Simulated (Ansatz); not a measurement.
# BaRu: the cost of one run

Program: Ansatz 0.2.0. Level of theory: DFT PBE, scalar-relativistic, plane waves, PAW. These are calculated values, not measurements.

## Step 1: The starting structure

The structure is hexagonal, space group P-6m2 (No. 187). The conventional cell has a = 3.952 Å, b = 3.952 Å, c = 5.695 Å, α = 90.00°, β = 90.00°, γ = 120.00°. Ba (site symmetry -6m2) has 6 Ru at 3.65 Å and 6 Ba at 3.95 Å as nearest neighbours. Around Ru (site symmetry -6m2) lie 6 Ba at 3.65 Å and 6 Ru at 3.95 Å.

Structure file:

```cif
data_structure
_symmetry_space_group_name_H-M 'P 1'
_symmetry_Int_Tables_number 1
_cell_length_a 3.9516
_cell_length_b 3.9516
_cell_length_c 5.6952
_cell_angle_alpha 90.000
_cell_angle_beta 90.000
_cell_angle_gamma 120.000
_cell_volume 77.02
loop_
_atom_site_label
_atom_site_type_symbol
_atom_site_fract_x
_atom_site_fract_y
_atom_site_fract_z
_atom_site_occupancy
Ba1 Ba 0.33333 0.66667 0.50000 1
Ru1 Ru 0.00000 0.00000 0.00000 1
```

A structure generator made this guess: close-packed layers stacked AB|A (P-6m2, No. 187). The dimensions are guesses.

## Step 2: A first look at the guess

Contents of input.yaml:

```yaml
crystal:
  lattice:
    - [3.95160746, 0.0, 0.0]
    - [-1.97580373, 3.42219244, 0.0]
    - [0.0, 0.0, 5.69518017]
  atoms:
    - { symbol: Ba, position: [0.33333333, 0.66666667, 0.5] }
    - { symbol: Ru, position: [0.0, 0.0, 0.0] }
basis:
  ecutwfc: 420
kpoints:
  mp_grid: { grid: [6, 6, 4] }
hamiltonian:
  xc: pbe
scf:
  occupations: { method: gaussian, width: 0.1 }
  lower_state_search: "off"
output:
  forces: true
  stress: true
  eigenvalues: true
```

Launch:

```sh
$ ansatz run input.yaml --threads 1 --pin off --max-ram 2048MiB --backend cpu --events-out ev --progress --plain --runs-dir out
```

**Question.** How long does this run take on 1 thread of Arm Neoverse V2, shared host, and how much memory does it need?

About 2.7 s, with a peak of 0.33 GiB.
